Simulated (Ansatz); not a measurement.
This script drives Ansatz 0.2.0 through its Python package.

`adiabatic.py`
```python
"""How BGeH5O relaxes after losing an electron."""

import itertools

import ansatz
from ase.data import atomic_numbers, covalent_radii
import numpy as np

params = {
    "basis": "def2-SVP",
    "functional": "CAM-B3LYP",
    "net_charge": 1,
}

GEOMETRY = """
B    -1.07900    0.64170   -0.77380
Ge    0.49550    0.03020    0.21260
O     0.19940   -1.65190    0.73250
H    -1.98190   -0.01740   -0.93690
H    -1.14840    1.77650   -1.23990
H     0.74080    0.95070    1.44950
H     1.76210    0.09380   -0.71600
H     1.10370   -1.88060    1.21610
"""

bgeh5o = ansatz.Crystal.molecule()
for line in GEOMETRY.strip().splitlines():
    symbol, *xyz = line.split()
    bgeh5o = bgeh5o.atom(symbol, [float(v) for v in xyz])

base = (
    bgeh5o.calculation()
    .basis(gaussian=params["basis"])
    .functional(params["functional"])
)
symbols = [site.symbol for site in bgeh5o.cartesian_sites]
start = np.array([site.position_ang for site in bgeh5o.cartesian_sites], dtype=float)
data = base.relax(force_tolerance=0.01).run().report
end = np.array(data["positions_ang"])

minimum = ansatz.Crystal.molecule()
for symbol, place in zip(symbols, end):
    minimum = minimum.atom(symbol, place.tolist())
ion = (
    minimum.calculation()
    .basis(gaussian=params["basis"])
    .functional(params["functional"])
    .charge(params["net_charge"])
    .spin("collinear", total=1)
)
vertical = ion.run().report
settled = ion.relax(force_tolerance=0.01, max_steps=80).run().report
print(f"vertical ionisation energy   {vertical['free_energy_ev'] - data['free_energy_ev']:.3f} eV")
print(f"adiabatic, no zero point     {settled['free_energy_ev'] - data['free_energy_ev']:.3f} eV")
print(f"relaxation energy of the ion {vertical['free_energy_ev'] - settled['free_energy_ev']:.3f} eV")
ionised = np.array(settled["positions_ang"])
# pairs closer than 1.2 times the sum of covalent radii, before or after
radius = [covalent_radii[atomic_numbers[s]] for s in symbols]
span = lambda where, i, j: np.linalg.norm(where[i] - where[j])
bonded = [(i, j) for i, j in itertools.combinations(range(len(symbols)), 2) if min(span(end, i, j), span(ionised, i, j)) < 1.2 * (radius[i] + radius[j])]
print("pair        before    after (A)")
for i, j in bonded:
    print(f"{symbols[i]}{i}-{symbols[j]}{j}".ljust(10), f"{span(end, i, j):8.4f} {span(ionised, i, j):8.4f}")
for first, second in list(itertools.combinations(bonded, 2)):
    shared = set(first) & set(second)
    if shared and symbols[(j := shared.pop())] != "H":
        i, k = sorted((set(first) | set(second)) - {j})
        u, v = ionised[i] - ionised[j], ionised[k] - ionised[j]
        angle = np.degrees(np.arccos(np.clip(u @ v / np.linalg.norm(u) / np.linalg.norm(v), -1, 1)))
        print(f"final angle {symbols[i]}{i}-{symbols[j]}{j}-{symbols[k]}{k}: {angle:.2f} deg")
```

It is started by `python adiabatic.py`. How long does it take on 1 thread of Arm Neoverse V1, on a shared host, and how much memory does it need?

It took about 2.5 min, with a peak of 0.35 GiB, for 3 runs of the engine.

```console
$ python adiabatic.py
vertical ionisation energy   10.595 eV
adiabatic, no zero point     9.444 eV
relaxation energy of the ion 1.151 eV
pair        before    after (A)
B0-Ge1       2.0483   2.3320
B0-H3        1.2028   1.1929
B0-H4        1.2050   1.1965
Ge1-O2       1.7868   1.7302
Ge1-H5       1.5466   1.5248
Ge1-H6       1.5467   1.5263
O2-H7        0.9639   0.9711
final angle Ge1-B0-H3: 111.45 deg
final angle Ge1-B0-H4: 105.28 deg
final angle B0-Ge1-O2: 102.49 deg
final angle B0-Ge1-H5: 104.64 deg
final angle B0-Ge1-H6: 93.10 deg
final angle H3-B0-H4: 143.21 deg
final angle O2-Ge1-H5: 116.75 deg
final angle O2-Ge1-H6: 109.25 deg
final angle Ge1-O2-H7: 120.58 deg
final angle H5-Ge1-H6: 124.79 deg
```

The energies are electronic: no zero-point or thermal terms, and the basis set is short of its limit. The product may relax into another structure. The relaxation finds the nearest minimum, so the adiabatic value is an upper bound.
